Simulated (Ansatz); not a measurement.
# Mg9Bi2Sb4: band edges up the ladder

The task here is to estimate one member of a computed series from the others.

Program: Ansatz 0.2.0. Level of theory: DFT PBEsol, scalar-relativistic, plane waves, PAW. These are calculated values, not measurements.

That is the level of the relaxation; later steps name their own.

**The starting structure**

The structure is monoclinic, space group C2/m (No. 12). Conventional cell: a = 7.982 Å, b = 13.826 Å, c = 7.286 Å, α = 90.00°, β = 90.00°, γ = 90.00°. Around Mg (site symmetry m) lie 2 Bi at 2.84 to 2.88 Å and 2 Sb at 2.84 Å. Around Mg (site symmetry 1) lie 3 Sb at 2.84 to 2.88 Å and 1 Bi at 2.84 Å. Mg (site symmetry 2) has 4 Sb at 3.16 Å and 2 Bi at 3.16 Å as nearest neighbours. Mg (site symmetry 2/m) has 4 Sb at 3.16 Å and 2 Bi at 3.16 Å as nearest neighbours. Bi (site symmetry m) has 7 Mg at 2.84 to 3.16 Å as nearest neighbours. Around Sb (site symmetry 1) lie 7 Mg at 2.84 to 3.16 Å.

Structure file:

```xyz
15
Lattice="0.0000 0.0000 7.2860 6.9129 3.9911 0.0000 -6.9129 3.9911 0.0000" Properties=species:S:1:pos:R:3 pbc="T T T"
Mg    0.0000    2.6608    4.5902
Mg    4.6086    2.6608    4.5902
Mg   -4.6086    2.6608    4.5902
Mg   -4.6086    5.3215    2.6958
Mg    0.0000    5.3215    2.6958
Mg   -2.3043    1.3304    2.6958
Mg    0.0000    0.0000    0.0000
Mg   -2.3043    3.9911    0.0000
Mg    2.3043    3.9911    0.0000
Bi    0.0000    2.6608    1.7122
Sb    4.6086    2.6608    1.7122
Sb   -4.6086    2.6608    1.7122
Bi   -4.6086    5.3215    5.5738
Sb    0.0000    5.3215    5.5738
Sb   -2.3043    1.3304    5.5738
```

Set-up of the first run:

(A quick probe on a coarse mesh, which set the mesh and smearing, is not shown.)

Input file input.yaml:

```yaml
crystal:
  lattice:
    - [0.0, 0.0, 7.28600494]
    - [6.91285367, 3.99113792, 0.0]
    - [-6.91285367, 3.99113792, 0.0]
  atoms:
    - { symbol: Mg, position: [0.63, 0.33333333, 0.33333333] }
    - { symbol: Mg, position: [0.63, 0.66666667, 0.0] }
    - { symbol: Mg, position: [0.63, 0.0, 0.66666667] }
    - { symbol: Mg, position: [0.37, 0.33333333, 1.0] }
    - { symbol: Mg, position: [0.37, 0.66666667, 0.66666667] }
    - { symbol: Mg, position: [0.37, 0.0, 0.33333333] }
    - { symbol: Mg, position: [0.0, 0.0, 0.0] }
    - { symbol: Mg, position: [0.0, 0.33333333, 0.66666667] }
    - { symbol: Mg, position: [0.0, 0.66666667, 0.33333333] }
    - { symbol: Bi, position: [0.235, 0.33333333, 0.33333333] }
    - { symbol: Sb, position: [0.235, 0.66666667, 0.0] }
    - { symbol: Sb, position: [0.235, 0.0, 0.66666667] }
    - { symbol: Bi, position: [0.765, 0.33333333, 1.0] }
    - { symbol: Sb, position: [0.765, 0.66666667, 0.66666667] }
    - { symbol: Sb, position: [0.765, 0.0, 0.33333333] }
basis:
  ecutwfc: 420
kpoints:
  mp_grid: { grid: [4, 3, 3] }
hamiltonian:
  xc: pbesol
scf:
  occupations: { method: gaussian, width: 0.1 }
output:
  forces: true
  stress: true
  eigenvalues: true
relax:
  adjacent_minimum: "off"
  f_tol: 0.05
  max_steps: 80
  cell: { stress_tol: 0.5 }
```

Started as:

```console
> ansatz run input.yaml --threads 4 --pin off --max-ram 10240MiB --backend cpu --events-out ev --progress --plain --runs-dir out
```

Steps of the session up to this table: A loose first relaxation; Relaxing cell and atoms; Band edges over the whole zone; The run at PBEsol; Levels with PBEsol on the hybrid's mesh; Levels with HSE06; Levels with PBEsol, spin-orbit coupling; Levels with r2SCAN.

One table of the session follows, with a row left open; its other results are not shown here.

```
                      level  gap (eV)  least direct gap (eV)
                     PBEsol      0.01                   0.21
PBEsol on the hybrid's mesh      0.01                   0.20
                      HSE06         ?                      ?
PBEsol, spin-orbit coupling      0.00                   0.01
                     r2SCAN      0.44                   0.53
```

Q: Estimate the row for HSE06 from the others.

The run gave: gap (eV): 0.44; least direct gap (eV): 0.61.

Gaps are by band count over the mesh and the named points; a gap of 0 means that the bands overlap or touch.
